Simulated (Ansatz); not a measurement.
# C2H4F2Ge: the cost of one run

Program: Ansatz 0.2.0. Level of theory: RKS CAM-B3LYP-D4/def2-SVP. These are calculated values, not measurements.

## (1) Where the work starts

9 atoms, charge 0, spin multiplicity 1.

Atoms are counted from 1 here; the program's logs count them from 0.

Bond lengths: C1–C2 1.346 Å, C1–H6 1.104 Å, C1–H7 1.105 Å, C2–Ge3 1.931 Å, C2–H8 1.103 Å, Ge3–F4 1.753 Å, Ge3–F5 1.753 Å, Ge3–H9 1.547 Å. Angles: C2–C1–H6 122.0°, C2–C1–H7 122.2°, H6–C1–H7 115.8°, C1–C2–Ge3 120.2°, C1–C2–H8 120.9°, Ge3–C2–H8 118.9°, C2–Ge3–F4 109.9°, C2–Ge3–F5 109.9°, C2–Ge3–H9 115.9°, F4–Ge3–F5 103.5°, F4–Ge3–H9 108.4°, F5–Ge3–H9 108.5°.

Geometry (Å):

```
C    -1.22798    1.02131   -0.14528
C    -0.20172    0.33921   -0.68610
Ge    0.88701   -0.81372    0.41597
F     0.87742   -2.44235   -0.23141
F     2.56956   -0.33775    0.29741
H    -1.86748    1.69015   -0.74687
H    -1.48149    0.94977    0.92768
H     0.03302    0.42685   -1.76046
H     0.50016   -0.87977    1.91186
```

This geometry comes from a loose relaxation at PBE in a small basis, which is not shown.

## (3) The grid

First coordinate, dihedral H6–C1–C2–Ge3: 10 values from −180 to 144 °, periodic. Second coordinate, dihedral C1–C2–Ge3–F4: 10 values from −180 to 144 °, periodic.

Nothing else is relaxed (all other coordinates rigid). Energies count from the relaxed molecule at the same level. Points are written as (first, second).

(The set-up runs are not shown.)

## (4) Grid point (144°, 0°)

Input file input.yaml:

```yaml
crystal:
  periodic: [false, false, false]
  atoms:
    - { symbol: C, position_ang: [-1.217162, 1.014672, -0.14501] }
    - { symbol: C, position_ang: [-0.20055, 0.334499, -0.674388] }
    - { symbol: Ge, position_ang: [1.408838, 0.055502, 0.320724] }
    - { symbol: F, position_ang: [1.274468, 0.792554, 1.877744] }
    - { symbol: F, position_ang: [1.588048, -1.622191, 0.693312] }
    - { symbol: H, position_ang: [-1.848846, 1.674259, -0.748287] }
    - { symbol: H, position_ang: [-1.471449, 0.948085, 0.918609] }
    - { symbol: H, position_ang: [-0.275946, -0.073021, -1.687504] }
    - { symbol: H, position_ang: [2.69852, 0.544527, -0.334617] }
basis:
  gaussian: { orbitals: def2-SVP }
hamiltonian:
  xc: { name: CAM-B3LYP }
  dispersion: d4
output:
  forces: true
```

Started as:

```bash
> ansatz run input.yaml --threads 1 --pin off --max-ram 2560MiB --backend cpu --events-out ev --progress --plain --runs-dir out
```

**Question.** How long does this run take on 1 thread of Arm Neoverse V1, shared host, and how much memory does it need?

About 6.3 s, with a peak of 0.26 GiB.
